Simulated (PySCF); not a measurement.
# C₄H₂BrF₂O+: magnetic properties

Wanted: magnetic properties for C₄H₂BrF₂O+ (`FC(F)O[c+]1cc1Br`).

Computed with PySCF 2.14.0 and routines of our own; the level stands in each step. Atoms count from 0.

## Step 1: The starting structure

10 atoms, charge 1, multiplicity 1; geometry from: GFN2-xTB.

## Step 2: Magnetic properties: GIAO B3LYP/pcSseg-1

What the job is given:

```
{"job": {"kind": "mag", "xc": "B3LYP", "basis": "pcSseg-1", "isotopologues": 2}, "charge": 1, "multiplicity": 1}
F     -1.115827     1.613466    -0.564582
C     -1.472515     0.347797    -0.733736
F     -2.066177    -0.061429     0.378888
O     -0.289641    -0.432298    -0.927719
C      0.597918    -0.420244    -0.020477
C      1.825476    -0.846079     0.452566
C      1.078544     0.022056     1.236401
Br     0.858972     0.996226     2.725931
H     -2.118758     0.216866    -1.614864
H      2.710892    -1.431706     0.302592
```

Level: GIAO B3LYP/pcSseg-1 magnetisability, rotational g tensor and spin-rotation constants, non-relativistic, gas phase.

The run is started by

```sh
> OMP_NUM_THREADS=1 python excited_run.py task.json out
```

This one command runs all jobs of the session in turn.

Log:

```text
coarse grid: 48776 points
cycle   1  E = -3001.8702794842  dE =  8.171e-01  |g| = 1.172e+00  |ddm| = 3.216e+00
cycle   2  E = -3001.6866740195  dE =  1.836e-01  |g| = 1.478e+00  |ddm| = 1.481e+00
cycle   3  E = -3002.0183039251  dE = -3.316e-01  |g| = 2.765e-01  |ddm| = 9.355e-01
cycle   4  E = -3002.0282489019  dE = -9.945e-03  |g| = 1.035e-01  |ddm| = 2.302e-01
cycle   5  E = -3002.0299148657  dE = -1.666e-03  |g| = 3.978e-02  |ddm| = 9.653e-02
cycle   6  E = -3002.0302190905  dE = -3.042e-04  |g| = 4.420e-03  |ddm| = 2.838e-02
cycle   7  E = -3002.0302207404  dE = -1.650e-06  |g| = 2.701e-03  |ddm| = 5.779e-03
final grid: 103072 points
cycle   8  E = -3002.0302383665  dE =  3.294e-06  |g| = 4.727e-03  |ddm| = 7.089e-03
cycle   9  E = -3002.0302282187  dE =  1.015e-05  |g| = 8.310e-03  |ddm| = 1.170e-02
cycle  10  E = -3002.0302434160  dE = -1.520e-05  |g| = 3.574e-04  |ddm| = 7.220e-03
cycle  11  E = -3002.0302434508  dE = -3.486e-08  |g| = 6.250e-05  |ddm| = 4.297e-04
cycle  12  E = -3002.0302434513  dE = -4.584e-10  |g| = 8.604e-06  |ddm| = 4.695e-05
converged SCF energy = -3002.0302434513

Magnetisability tensor (1e-30 J/T^2)
    -1064.07     -120.57      105.28
     -120.57    -1261.79       92.53
      105.28       92.53    -1114.90
isotropic -1146.92   principal values   -1382.64  -1084.28   -973.83
isotropic susceptibility -69.069 1e-6 cm^3/mol

Inertial axes            a          b          c
rot. const./GHz      2.4185     0.8449     0.7021
chi total           -60.589    -63.354    -83.265
chi diamagnetic    -536.841  -1292.317  -1557.437
chi paramagnetic    476.252   1228.963   1474.172
quadrupole/D A       13.549      5.299    -18.848
g nuclear            0.5169     0.4824     0.4930
g electronic        -0.5411    -0.4878    -0.4863
g total             -0.0242    -0.0054     0.0067

Spin-rotation constants (kHz, H = +C I.J)
atom  isotope        aa         bb         cc
  0    19F        3.592      0.931      0.748
  2    19F        3.607      0.931      0.746
  7   79Br        5.616      2.135      1.157
  8     1H        0.167     -0.093     -0.083
  9     1H       -0.262      0.071     -0.092
  1    13C*       0.748      0.258      0.207
  3    17O*      -0.746     -0.289     -0.062
  4    13C*       1.176      0.426      0.104
  5    13C*       1.323      0.345      0.071
  6    13C*       1.322      0.423      0.091
* in the singly substituted isotopologue

Isotopologues: g along a, b, c
2H    at 8,9               -0.0232    -0.0053     0.0065
13C   at 1                 -0.0242    -0.0054     0.0067
```

It took 29 s on 1 thread of Arm Neoverse V1, shared host; peak memory 0.82 GiB.

Key values:

| quantity | value |
| --- | --- |
| magnetisability | -1147·10⁻³⁰ J/T² |
| molar susceptibility | -69.1·10⁻⁶ cm³/mol |
| rotational g (a, b, c) | -0.0242, -0.0054, 0.0067 |

## Step 3: Magnetic properties: GIAO KT1/3-21G

Settings changed since step 2:

```diff
@@ -1,2 +1,2 @@
-{"job": {"kind": "mag", "xc": "B3LYP", "basis": "pcSseg-1", "isotopologues": 2}, "charge": 1, "multiplicity": 1}
+{"job": {"kind": "mag", "xc": "KT1", "basis": "3-21G"}, "charge": 1, "multiplicity": 1}
 F     -1.115827     1.613466    -0.564582
```

With the program's defaults for keys left out, this is: GIAO KT1/3-21G magnetisability, rotational g tensor and spin-rotation constants, non-relativistic, gas phase.

Log:

```text
coarse grid: 48776 points
cycle   1  E = -2997.0154409064  dE = -8.071e-01  |g| = 8.663e-01  |ddm| = 3.945e+00
cycle   2  E = -2996.5310274649  dE =  4.844e-01  |g| = 1.789e+00  |ddm| = 2.994e+00
cycle   3  E = -2997.1661640126  dE = -6.351e-01  |g| = 2.026e-01  |ddm| = 2.199e+00
cycle   4  E = -2997.1765446678  dE = -1.038e-02  |g| = 8.641e-02  |ddm| = 4.919e-01
cycle   5  E = -2997.1781843250  dE = -1.640e-03  |g| = 4.211e-02  |ddm| = 1.422e-01
cycle   6  E = -2997.1785723089  dE = -3.880e-04  |g| = 5.943e-03  |ddm| = 5.885e-02
cycle   7  E = -2997.1785807797  dE = -8.471e-06  |g| = 1.555e-03  |ddm| = 1.172e-02
final grid: 103072 points
cycle   8  E = -2997.1783495370  dE =  1.801e-06  |g| = 2.840e-03  |ddm| = 7.053e-03
cycle   9  E = -2997.1783406613  dE =  8.876e-06  |g| = 6.056e-03  |ddm| = 1.463e-02
cycle  10  E = -2997.1783520281  dE = -1.137e-05  |g| = 4.869e-04  |ddm| = 1.009e-02
cycle  11  E = -2997.1783520862  dE = -5.813e-08  |g| = 1.253e-04  |ddm| = 6.180e-04
cycle  12  E = -2997.1783520896  dE = -3.318e-09  |g| = 1.268e-05  |ddm| = 1.502e-04
cycle  13  E = -2997.1783520896  dE = -2.819e-11  |g| = 4.290e-06  |ddm| = 2.225e-05
converged SCF energy = -2997.1783520896

Magnetisability tensor (1e-30 J/T^2)
    -1106.02     -103.65       81.38
     -103.65    -1261.77       88.59
       81.38       88.59    -1133.91
isotropic -1167.24   principal values   -1370.81  -1097.53  -1033.37
isotropic susceptibility -70.293 1e-6 cm^3/mol

Inertial axes            a          b          c
rot. const./GHz      2.4185     0.8449     0.7021
chi total           -63.282    -65.044    -82.552
chi diamagnetic    -537.117  -1292.632  -1558.063
chi paramagnetic    473.835   1227.588   1475.511
quadrupole/D A       13.329      5.145    -18.474
g nuclear            0.5169     0.4824     0.4930
g electronic        -0.5384    -0.4873    -0.4867
g total             -0.0215    -0.0049     0.0063

Spin-rotation constants (kHz, H = +C I.J)
atom  isotope        aa         bb         cc
  0    19F        3.071      0.772      0.836
  2    19F        3.084      0.772      0.835
  7   79Br        4.841      1.874      0.758
  8     1H        0.139     -0.098     -0.083
  9     1H       -0.262      0.062     -0.102
  1    13C*       0.619      0.205      0.160
  3    17O*      -0.630     -0.256     -0.045
  4    13C*       0.882      0.324      0.070
  5    13C*       1.014      0.263      0.049
  6    13C*       0.979      0.322      0.061
* in the singly substituted isotopologue
```

Run time: 13 s. Hardware: 1 thread of Arm Neoverse V1, shared host; peak memory 0.52 GiB.

From this job:

```csv
quantity,value
magnetisability,-1167·10⁻³⁰ J/T²
molar susceptibility,-70.3·10⁻⁶ cm³/mol
"rotational g (a, b, c)","-0.0215, -0.0049, 0.0063"
```

## Step 4: Magnetic properties side by side

```csv
level,ξ (10⁻³⁰ J/T²),g(a),g(b),gap (eV),functions,time
GIAO B3LYP/pcSseg-1,-1147,-0.0242,-0.0054,6.28,170,29 s
GIAO KT1/3-21G,-1167,-0.0215,-0.0049,4.57,89,13 s
```

## Step 5: Summary of results

| quantity | value |
| --- | --- |
| magnetisability (step 2, GIAO B3LYP/pcSseg-1) | -1147·10⁻³⁰ J/T² |
| molar susceptibility (step 2, GIAO B3LYP/pcSseg-1) | -69.1·10⁻⁶ cm³/mol |
| rotational g (a, b, c) (step 2, GIAO B3LYP/pcSseg-1) | -0.0242, -0.0054, 0.0067 |
| magnetisability over the levels | -1167 to -1147·10⁻³⁰ J/T² |

**Reading.** Steps that list no spin-orbit terms leave them out, which matters at and beside the heavy atoms. For an ion, the motion of the centre of mass in the field is left out. The magnetisability spreads by 1.8 % over 2 levels, from GIAO KT1/3-21G (13 s) to GIAO B3LYP/pcSseg-1 (29 s); the runs took 13 s to 29 s. Two levels can agree by chance, so this spread shows no convergence. Vibrational averaging and real surroundings are missing from these values.
